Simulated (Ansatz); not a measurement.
**C₅H₅F₃: small, medium and large basis sets**

How large a basis does C₅H₅F₃ need? Two functionals are run in growing sets.

Program: Ansatz 0.2.0, Gaussian basis. Level of theory: one geometry, several basis sets. These are calculated values, not measurements.

The runs, in order: PBE0-D4/def2-SVP; ωB97M-V/def2-SVP; PBE0-D4/def2-QZVPP; ωB97M-V/def2-QZVPP; the functionals' def2-TZVPP values are taken from earlier runs.

## 1. The geometry

An earlier PBE0-D4 in a triple-zeta def2 set relaxation fixed the geometry.

13 atoms, charge 0, spin multiplicity 1.

Atoms are counted from 1 here; the program's logs count them from 0.

Bond lengths: F1–C2 1.325 Å, C2–C3 1.326 Å, C2–C8 1.488 Å, C3–C4 1.485 Å, C3–H9 1.080 Å, C4–F5 1.394 Å, C4–C6 1.538 Å, C4–H10 1.093 Å, C6–F7 1.383 Å, C6–C8 1.526 Å, C6–H11 1.092 Å, C8–H12 1.093 Å, C8–H13 1.094 Å. Angles: F1–C2–C3 125.6°, F1–C2–C8 118.8°, C3–C2–C8 115.6°, C2–C3–C4 109.2°, C2–C3–H9 126.2°, C4–C3–H9 124.5°, C3–C4–F5 110.8°, C3–C4–C6 105.1°, C3–C4–H10 114.6°, F5–C4–C6 109.6°, F5–C4–H10 106.7°, C6–C4–H10 110.1°, C4–C6–F7 108.9°, C4–C6–C8 106.7°, C4–C6–H11 110.2°, F7–C6–C8 109.5°, F7–C6–H11 107.8°, C8–C6–H11 113.8° and more.

## 2. PBE0-D4 in def2-SVP

File in.yaml:

```yaml
crystal:
  periodic: [false, false, false]
  atoms:
    - {symbol: F, position_ang: [1.812745, 1.814141, 0.614403]}
    - {symbol: C, position_ang: [0.900839, 0.940415, 0.214984]}
    - {symbol: C, position_ang: [0.262799, 0.968034, -0.947009]}
    - {symbol: C, position_ang: [-0.652518, -0.198908, -1.030178]}
    - {symbol: F, position_ang: [-0.196127, -1.121169, -1.969870]}
    - {symbol: C, position_ang: [-0.620573, -0.832684, 0.371083]}
    - {symbol: F, position_ang: [-1.805599, -0.539661, 1.021534]}
    - {symbol: C, position_ang: [0.542931, -0.186608, 1.117909]}
    - {symbol: H, position_ang: [0.394479, 1.700160, -1.730384]}
    - {symbol: H, position_ang: [-1.681060, 0.048388, -1.306702]}
    - {symbol: H, position_ang: [-0.543891, -1.918673, 0.291904]}
    - {symbol: H, position_ang: [0.216481, 0.155175, 2.102987]}
    - {symbol: H, position_ang: [1.389793, -0.863507, 1.264139]}
basis:
  gaussian: {orbitals: def2-SVP}
hamiltonian: {xc: pbe0, dispersion: d4}
output: {orbitals: {seedname: orbitals}}
```

Command:

```sh
$ ansatz run in.yaml --threads 8 --pin off --events-out ev --progress --plain --max-ram 20889MiB
```

What it wrote:

```text
Functional definition: PBE0
  name "PBE0"
  cite "Adamo & Barone, J. Chem. Phys. 110, 6158 (1999) doi:10.1063/1.478522"
  cite "Perdew, Burke & Ernzerhof, Phys. Rev. Lett. 77, 3865 (1996) doi:10.1103/PhysRevLett.77.3865"
  parent pbe
  parameter a = 0.25
  parameter kappa = 0.804
  parameter beta = 0.06672455060314922
  exchange = (1 - a)*pbe_x(kappa = kappa, mu = beta*pi^2/3) + a*exact_x
  correlation = pbe_c(beta = beta)
1524 factors; their error is unknown
mean field evaluation 1: about -13387.6803 eV, gradient 4.6e1 eV
mean field evaluation 2: about -13387.2289 eV, gradient 4.7e1 eV
mean field evaluation 4: about -13392.2653 eV, gradient 2.8e0 eV
mean field evaluation 8: about -13392.2829 eV, gradient 3.6e-2 eV
mean field evaluation 16: about -13392.2611 eV, gradient 1.4e-4 eV
mean field -13392.26112294 eV, -492.1565186675 hartree, gradient 3.5e-5 eV, S^2 0.000000; 0 other end points of the search recorded, 0 dependent functions left out
reference -13392.26114473 eV, -492.1565194682 hartree; 31, 31 occupied and 106, 106 virtual orbitals, 1524 factors
Total energy: -13392.50628277 eV, -492.1655281249 hartree
```

It took 2.7 s on 8 threads of Intel Xeon at 2.50GHz, shared host; peak memory 0.38 GiB.

## 3. ωB97M-V in def2-SVP

in.yaml, as its differences from that of step 2:

```diff
@@ -18,3 +18,3 @@
   gaussian: {orbitals: def2-SVP}
-hamiltonian: {xc: pbe0, dispersion: d4}
+hamiltonian: {xc: {name: wB97M-V}}
 output: {orbitals: {seedname: orbitals}}
```

The command is unchanged.

What it wrote, shortened:

```text
Functional definition: wB97M-V
  name "wB97M-V"
  cite "Mardirossian & Head-Gordon, J. Chem. Phys. 144, 214110 (2016) doi:10.1063/1.4952647"
  cite "Becke, J. Chem. Phys. 107, 8554 (1997) doi:10.1063/1.475007"
  cite "Vydrov & Van Voorhis, J. Chem. Phys. 133, 244103 (2010) doi:10.1063/1.3521275"
  # Of w^i u^j: cxij and so on, Table III.
[...]
  gx(w, u) = 1 - cx + cx01*u + cx10*w
  gss(w, u) = css00 + css04*u^4 + css10*w + css20*w^2 + css43*w^4*u^3
  gos(w, u) = cos00 + cos10*w + (cos20 + cos21*u)*w^2 + (cos60 + cos61*u)*w^6
[...]
      + integral(e_c_pw_mod_opposite_spin*gos(b97_w_opposite, b97_u_opposite)) + vv10(b, c)
1524 factors; their error is unknown
316 factors; integrals over basis functions are off by at most 5.1e-6 eV
[...]
mean field -13401.78421894 eV, -492.5064859904 hartree, gradient 9.0e-6 eV, S^2 0.000000; 0 other end points of the search recorded, 0 dependent functions left out
reference -13401.78425407 eV, -492.5064872814 hartree; 31, 31 occupied and 106, 106 virtual orbitals, 1524 factors
Total energy: -13401.78425407 eV, -492.5064872814 hartree
```

It took 8 s on 8 threads of Intel Xeon at 2.50GHz, shared host; peak memory 0.51 GiB.

## 4. PBE0-D4 in def2-QZVPP

in.yaml, as its differences from that of step 3:

```diff
@@ -17,4 +17,4 @@
 basis:
-  gaussian: {orbitals: def2-SVP}
-hamiltonian: {xc: {name: wB97M-V}}
+  gaussian: {orbitals: "def2-QZVPP.json"}
+hamiltonian: {xc: pbe0, dispersion: d4}
 output: {orbitals: {seedname: orbitals}}
```

Launched as before.

What it wrote:

```text
Functional definition: PBE0
  name "PBE0"
  cite "Adamo & Barone, J. Chem. Phys. 110, 6158 (1999) doi:10.1063/1.478522"
  cite "Perdew, Burke & Ernzerhof, Phys. Rev. Lett. 77, 3865 (1996) doi:10.1103/PhysRevLett.77.3865"
  parent pbe
  parameter a = 0.25
  parameter kappa = 0.804
  parameter beta = 0.06672455060314922
  exchange = (1 - a)*pbe_x(kappa = kappa, mu = beta*pi^2/3) + a*exact_x
  correlation = pbe_c(beta = beta)
1726 factors; their error is unknown
mean field evaluation 1: about -13400.8873 eV, gradient 6.1e1 eV
mean field evaluation 2: about -13398.9309 eV, gradient 6.5e1 eV
mean field evaluation 4: about -13408.6439 eV, gradient 4.8e0 eV
mean field evaluation 8: about -13408.6850 eV, gradient 6.4e-1 eV
mean field evaluation 16: about -13408.6855 eV, gradient 1.1e-4 eV
mean field -13408.68547564 eV, -492.7601024964 hartree, gradient 1.8e-5 eV, S^2 0.000000; 0 other end points of the search recorded, 0 dependent functions left out
reference -13408.68551126 eV, -492.7601038054 hartree; 31, 31 occupied and 575, 575 virtual orbitals, 1726 factors
Total energy: -13408.93064930 eV, -492.7691124621 hartree
```

It took 18 s on 8 threads of Intel Xeon at 2.50GHz, shared host; peak memory 2.8 GiB.

## 5. ωB97M-V in def2-QZVPP

in.yaml, as its differences from that of step 4:

```diff
@@ -18,3 +18,3 @@
   gaussian: {orbitals: "def2-QZVPP.json"}
-hamiltonian: {xc: pbe0, dispersion: d4}
+hamiltonian: {xc: {name: wB97M-V}}
 output: {orbitals: {seedname: orbitals}}
```

Launched as before.

What it wrote, shortened:

```text
Functional definition: wB97M-V
  name "wB97M-V"
  cite "Mardirossian & Head-Gordon, J. Chem. Phys. 144, 214110 (2016) doi:10.1063/1.4952647"
  cite "Becke, J. Chem. Phys. 107, 8554 (1997) doi:10.1063/1.475007"
  cite "Vydrov & Van Voorhis, J. Chem. Phys. 133, 244103 (2010) doi:10.1063/1.3521275"
  # Of w^i u^j: cxij and so on, Table III.
[...]
  gx(w, u) = 1 - cx + cx01*u + cx10*w
  gss(w, u) = css00 + css04*u^4 + css10*w + css20*w^2 + css43*w^4*u^3
  gos(w, u) = cos00 + cos10*w + (cos20 + cos21*u)*w^2 + (cos60 + cos61*u)*w^6
[...]
      + integral(e_c_pw_mod_opposite_spin*gos(b97_w_opposite, b97_u_opposite)) + vv10(b, c)
1726 factors; their error is unknown
406 factors; integrals over basis functions are off by at most 4.8e-6 eV
[...]
mean field -13418.62433993 eV, -493.1253490223 hartree, gradient 4.9e-5 eV, S^2 0.000000; 0 other end points of the search recorded, 0 dependent functions left out
reference -13418.62439696 eV, -493.1253511178 hartree; 31, 31 occupied and 575, 575 virtual orbitals, 1726 factors
Total energy: -13418.62439696 eV, -493.1253511178 hartree
```

It took 31 s on 8 threads of Intel Xeon at 2.50GHz, shared host; peak memory 3.4 GiB.

## 6. Functionals by basis

The def2-TZVPP values come from earlier runs at the same geometry.

| functional | basis | functions | energy (eV) | from the largest (eV) | HOMO (eV) | LUMO (eV) |
| --- | --- | --- | --- | --- | --- | --- |
| PBE0-D4 | def2-SVP | 137 | -13392.5063 | 16.424 | -7.78 | 0.02 |
| PBE0-D4 | def2-TZVPP | 318 | -13408.2382 | 0.692 | -7.84 | -0.14 |
| PBE0-D4 | def2-QZVPP | 606 | -13408.9306 | 0.000 | -7.88 | -0.22 |
| ωB97M-V | def2-SVP | 137 | -13401.7843 | 16.840 | -10.00 | 2.24 |
| ωB97M-V | def2-TZVPP | 318 | -13417.9685 | 0.656 | -10.08 | 2.01 |
| ωB97M-V | def2-QZVPP | 606 | -13418.6244 | 0.000 | -10.12 | 1.79 |

## 7. What came out

```
                                       quantity           value
PBE0-D4: double and triple zeta above quadruple  16.42, 0.69 eV
ωB97M-V: double and triple zeta above quadruple  16.84, 0.66 eV
```

**Reading.** PBE0-D4 gains 15.73 eV from double to triple zeta, then 0.69 eV more. Total energies overstate the basis error of differences, where much of it tends to cancel.

For PBE0-D4 the largest set took about 7 times as long as the smallest (18 s against 2.7 s).
